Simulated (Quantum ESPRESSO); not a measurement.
A run of Quantum ESPRESSO 7.5 is set up as follows.

pw.in

```
&CONTROL
  calculation = 'scf'
  prefix = 'pwscf'
  outdir = './tmp'
  pseudo_dir = './pseudo'
  tprnfor = .true.
  tstress = .true.
  disk_io = 'nowf'
/
&SYSTEM
  ibrav = 0
  nat = 2
  ntyp = 2
  ecutwfc = 55
  ecutrho = 440
  nbnd = 10
  occupations = 'smearing'
  smearing = 'fd'
  degauss = 0.00367493
/
&ELECTRONS
  conv_thr = 4d-10
  electron_maxstep = 120
  mixing_beta = 0.5
/
ATOMIC_SPECIES
Si    28.0850 Si.pbe-n-rrkjus_psl.1.0.0.UPF
Te   127.6000 Te_pbe_v1.uspp.F.UPF
CELL_PARAMETERS angstrom
   3.7143358800    0.0000000000    0.0000000000
  -1.8571679400    3.2167092300    0.0000000000
   0.0000000000    0.0000000000    4.9763725600
ATOMIC_POSITIONS crystal
Si    -0.0079810000   -0.0077000000    0.5027130000
Te     0.0003310000   -0.0120580000    0.0024140000
K_POINTS automatic
8 8 6 0 0 0
```

Potentials or basis: SSSP 1.3 efficiency PBE.

Command:

```sh
$ OMP_NUM_THREADS=1 pw.x -in pw.in > pw.out
```

(1) Predict the pressure.

(2) Estimate the largest force.

## Answers

(1) 1.5 GPa.

(2) 0.064 eV/Å.
